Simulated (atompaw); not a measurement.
# Pseudopotential generation for rhodium: PAW (atompaw), PBEsol

Aim: build the potential from the settings below, then test how well it stands in for the atom: scattering, ghost states and the plane-wave cutoff that it needs.

The numbers are computed with atompaw 4.2.0.5 (PBEsol, scalar-relativistic, spin-unpolarised reference atom).

## Step 1: The atom and the settings

The settings as typed:

| Property | Result |
| --- | --- |
| element | rhodium (Rh, Z = 45) |
| type | PAW |
| frozen core | [Kr] |
| valence charge | 9 |
| reference configuration | 4d6 5s0 5p0 (charge +3) |
| partial waves | 5s (bound, empty): rc 2.75 bohr; 5s channel at 3.05 Ry: rc 2.75 bohr; 5p (bound, empty): rc 2.30 bohr; 5p channel at -0.85 Ry: rc 2.30 bohr; 4d (bound): rc 2.75 bohr; 4d channel at -2.1 Ry: rc 1.65 bohr; 4f channel at -0.1 Ry: rc 2.75 bohr |
| local potential | bessel scheme, radius 2.40 bohr |
| core correction | smooth core density matched at 2.10 bohr |
| augmentation charge | besselshape compensation charge, radius 2.50 bohr; PAW radius 2.75 bohr; waves and projectors: custom polynom2 7 10 vanderbiltortho |

The outer shells as boxes (Hund's rule for the drawing; the calculation is spin-unpolarised):

```
[Kr] core
4d [↑↓][↑ ][↑ ][↑ ][↑ ]
5s [  ]
5p [  ][  ][  ]
```

An earlier all-electron run gives the scale for the radii.

All-electron outer shells of the reference configuration (PBEsol, scalar-relativistic, ld1.x):

```csv
shell,level (eV),outermost node (bohr),outermost maximum (bohr)
4p,-86.01,0.47,0.94
4d,-39.49,0.46,1.11
5s,-29.56,1.16,2.21
5p,-22.44,1.28,2.57
4f,-9.66,–,3.60
```

## Step 2: The generation run

File Rh.input:

```
Rh 45
GGA-PBESOL scalarrelativistic loggrid 1500 logderivrange -5 5 251
5 5 4 0 0 0
5 0 0
5 1 0
4 2 6
0 0 0
c
c
c
c
v
c
c
c
v
c
v
3
2.75 2.50 2.40 2.10
y
3.05
n
y
-0.85
n
y
-2.1
n
y
-0.1
n
custom polynom2 7 10 vanderbiltortho besselshape
bessel
2.75
2.75
2.30
2.30
2.75
1.65
2.75
PWSCFOUT
UPFDX 0.0125d0 UPFXMIN -7.d0 UPFZMESH 45.d0
END
```

Launch:

```console
$ atompaw < Rh.input > Rh.log
```

What does the calculation give? Wanted: cutoffs for 10 and 1 mRy, occupied levels; bound ghosts; largest phase difference near zero energy, channels read; lowest eigenvalue of the overlap; share of valence orbitals outside the PAW sphere; UPF file.

**Answer**, as computed:

```
                                                quantity                     value
               cutoffs for 10 and 1 mRy, occupied levels           25 Ry and 55 Ry
                                            bound ghosts           p at -140.30 eV
largest phase difference near zero energy, channels read                 0.331 rad
         lowest eigenvalue of the overlap (Bessel basis)                 0.422 (p)
        share of valence orbitals outside the PAW sphere  5s 32 %, 5p 51 %, 4d 2 %
                                                UPF file                   written
```

What this shows: A bound ghost (p) makes it unfit for use: electrons can fall into a state that the atom doesn't have. The potential is soft on the atom at that tolerance: the looser tolerance needs 25 Ry. Near zero energy the largest phase difference among the channels read is 0.33 rad, in the d channel. These are tests on the free atom; a crystal test is still owed.
